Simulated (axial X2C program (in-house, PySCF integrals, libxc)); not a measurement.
# A two-component session on TaSe: properties at the nuclei

Wanted for TaSe: properties at the nuclei, at the two-component level.

Method: two-component X2C with atomic mean-field terms, Ta dyall-cv3z, Se dyall-cv3z; program: an in-house X2C program for linear molecules on PySCF integrals.

All values are calculated.

## 1. Set-up

task.json

```json
{"zs": [73, 34], "q": 0, "bas": ["dyall-cv3z", "dyall-cv3z"], "r0": 2.33, "levels": ["PBE0", "HF", "BP86", "PBE50", "B3LYP"], "nst": 3}
```

Keys: zs atomic numbers; q charge; bas basis sets; r0 starting distance in Å; levels methods (HF also brings MP2); nst determinants followed.

Launch:

```
$ python soeom.py task.json out
```

The runs that follow: Expectation values, lowest determinant; Expectation values, a higher determinant; Expectation values, a higher determinant.

**Question.** What will these runs give? Wanted: lowest determinant; Eeff magnitude; Ws magnitude Ta; A∥/gI Ta; qzz Ta; higher determinant (for each run or level that gives them).

The runs gave:

| quantity | value |
| --- | --- |
| lowest determinant | Ω = 3/2 (excess of +ω over −ω: ω = 1/2, ω = -3/2, ω = 5/2) |
| Eeff magnitude (GV/cm), PBE0 | 26.5 |
| Ws magnitude Ta (kHz), PBE0 | 15.5 |
| A∥/gI Ta (MHz), PBE0 | 2620 |
| qzz Ta (a.u.), PBE0 | 2.06 |
| higher determinant | Ω = 3/2 (excess of +ω over −ω: ω = 3/2) |
| Eeff magnitude (GV/cm), PBE0, higher determinant | 11.2 |
| Ws magnitude Ta (kHz), PBE0, higher determinant | 7.22 |
| A∥/gI Ta (MHz), PBE0, higher determinant | 831 |
| qzz Ta (a.u.), PBE0, higher determinant | -3.10 |
| higher determinant | Ω = 5/2 (excess of +ω over −ω: ω = 5/2) |
| Eeff magnitude (GV/cm), PBE0, higher determinant | 9.3 |
| Ws magnitude Ta (kHz), PBE0, higher determinant | 3.37 |
| A∥/gI Ta (MHz), PBE0, higher determinant | 328 |
| qzz Ta (a.u.), PBE0, higher determinant | -3.45 |

In words: In the first state, the effective field runs from 25.9 to 27.2 GV/cm over the mean-field levels. The expectation values come from single determinants, which for open shells can mix terms of unlike spin or miss the lowest Ω, so a determinant need not be a state. Eeff is the effective electric field on the electron dipole moment in this Ω state and Ws the scalar–pseudoscalar constant (defined with the proton number Z and per Ω); A∥ is the parallel hyperfine constant, which follows by multiplying with the nuclear g factor gI = μI/(I μN); qzz is the electric field gradient, eQq0 = 234.96 MHz × Q/barn × qzz; μ is positive if Se is the positive end. The operators were transformed with the bare-nucleus X2C matrices. A second determinant lies within 0.1 eV of the first, so their order is not settled at this level.
